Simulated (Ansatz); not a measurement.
## AlClFH₃Si, SMILES [F][Al]([SiH3])[Cl]: a rigid scan of one bond length, step by step

With Ansatz 0.2.0 through its Python package.

Notebook, run cell by cell (the value of a cell's last expression is shown):

```python
import ansatz
import numpy as np
```

```python
geometry_ang = [
    ('F', (-0.3472, -2.5667, 0.922)),
    ('Al', (-0.7588, -1.0386, -0.0422)),
    ('Si', (0.6546, 0.8293, 0.076)),
    ('Cl', (-2.4731, -0.9443, -1.3366)),
    ('H', (2.0351, 0.4302, -0.3736)),
    ('H', (0.7484, 1.3182, 1.4789)),
    ('H', (0.2023, 1.904, -0.7703)),
]
molecule = ansatz.Crystal.molecule()
for symbol, xyz in geometry_ang:
    molecule = molecule.atom(symbol, xyz)
```

```python
symbols = [site.symbol for site in molecule.cartesian_sites]
start = np.array([site.position_ang for site in molecule.cartesian_sites])
axis = (start[1] - start[2]) / np.linalg.norm(start[1] - start[2])
moving = [0, 1, 3]
lengths, energies = [2.064, 2.158, 2.252, 2.345, 2.439, 2.533, 2.627, 2.768], []
for length in lengths:
    xyz = start.copy()
    xyz[moving] += (length - np.linalg.norm(start[1] - start[2])) * axis
    point = ansatz.Crystal.molecule()
    for symbol, place in zip(symbols, xyz):
        point = point.atom(symbol, place.tolist())
    job = (
        point.calculation()
        .basis(gaussian='def2-SVP')  # atom-centred Gaussian functions
        .functional('R2SCAN0')
    )
    report = job.run(threads=1, pin='off').report
    energies.append(report['free_energy_ev'])
    print(f'r = {length:6.3f} A  E = {energies[-1]:.5f} eV  <S^2> = {abs(report["mean_field"]["state"]["spin_squared"]):.3f}')

# quartic fit about the minimum
fit = np.polynomial.Polynomial.fit(lengths, np.array(energies) - min(energies), 4).convert()
roots = [r.real for r in fit.deriv().roots() if abs(r.imag) < 1e-9 and fit.deriv(2)(r.real) > 0]
r_e = min(roots, key=lambda r: abs(r - lengths[int(np.argmin(energies))]))
print(f'minimum of the fit at {r_e:.4f} A, force constant {fit.deriv(2)(r_e):.2f} eV/A^2')
```

    r =  2.064 A  E = -29750.63938 eV  <S^2> = 0.000
    r =  2.158 A  E = -29751.11104 eV  <S^2> = 0.000
    r =  2.252 A  E = -29751.39006 eV  <S^2> = 0.000
    r =  2.345 A  E = -29751.52461 eV  <S^2> = 0.000
    r =  2.439 A  E = -29751.55425 eV  <S^2> = 0.000
    r =  2.533 A  E = -29751.50499 eV  <S^2> = 0.000
    r =  2.627 A  E = -29751.39827 eV  <S^2> = 0.000
    r =  2.768 A  E = -29751.16557 eV  <S^2> = 0.000
    minimum of the fit at 2.4217 A, force constant 9.33 eV/A^2

Notes:
- Total energies depend on the basis set; only differences at equal settings carry meaning.
- The rest of the molecule is held rigid at a force-field or estimated start geometry, and the basis set is modest; single-reference methods fail as a bond breaks.
- The orbitals are restricted, so S² is zero by construction.
- It ran for 34 s on 1 thread of Arm Neoverse V2, with other jobs on the host, peak memory 0.25 GiB.

(Lines on the test bed's own set-up are left out of the output.)
